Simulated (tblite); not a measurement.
# C3H12B2N2: the cost of one run

Programs: tblite 0.8.0 and PySCF 2.14.0, with density-fitted response routines of our own. Each step states its level of theory. These are calculated values for one molecule, in the gas phase or a continuum, unless marked as measured. Atoms are numbered from 0 throughout.

## (1) The molecule as given

19 atoms, charge 0, multiplicity 1; geometry from: force field or distance geometry start.

Bonds of the start (Å): C0–C1 1.33, C1–B2 1.60, B2–N3 1.53, N3–B4 1.54, B4–C5 1.61, B4–N6 1.55, N6–B2 1.54, C0–H7 1.10, C0–H8 1.09, C1–H9 1.08, B2–H10 1.20, N3–H11 1.06, N3–H12 1.05, B4–H13 1.20, C5–H14 1.10, C5–H15 1.12, C5–H16 1.11, N6–H17 1.05, N6–H18 1.04.

## (2) Relaxing the molecule with GFN2-xTB

The job: settings as JSON, then the geometry in Å.

```
{"job": {"kind": "relax", "xc": "GFN2-xTB", "basis": "xTB"}, "charge": 0, "multiplicity": 1}
C     -2.806800    -0.414700    -0.223700
C     -1.607700    -0.381600    -0.789900
B     -0.562400     0.781800    -0.453900
N     -0.066800     0.739800     0.989400
B      1.306700     0.534700     0.335200
C      1.973700    -0.880400     0.708400
N      0.800700     0.571200    -1.130800
H     -3.126400     0.366100     0.475700
H     -3.498700    -1.219600    -0.459100
H     -1.326400    -1.174400    -1.468400
H     -1.030300     1.856800    -0.730400
H     -0.403600    -0.101200     1.541400
H     -0.152500     1.655100     1.494700
H      2.050500     1.449000     0.555700
H      1.275700    -1.704200     0.491100
H      2.224500    -0.889700     1.804700
H      2.910600    -1.016000     0.126600
H      0.899300    -0.346900    -1.633400
H      1.130100     1.415800    -1.640700
```

Run with:

```bash
> OMP_NUM_THREADS=1 python probes_run.py task.json out
```

The driver reads the jobs from task.json and runs them one after another.

**Question.** How long does this first job take on 1 thread of Arm Neoverse N1, shared host, and how much memory does it need?

About 1.1 s, with a peak of 0.18 GiB.
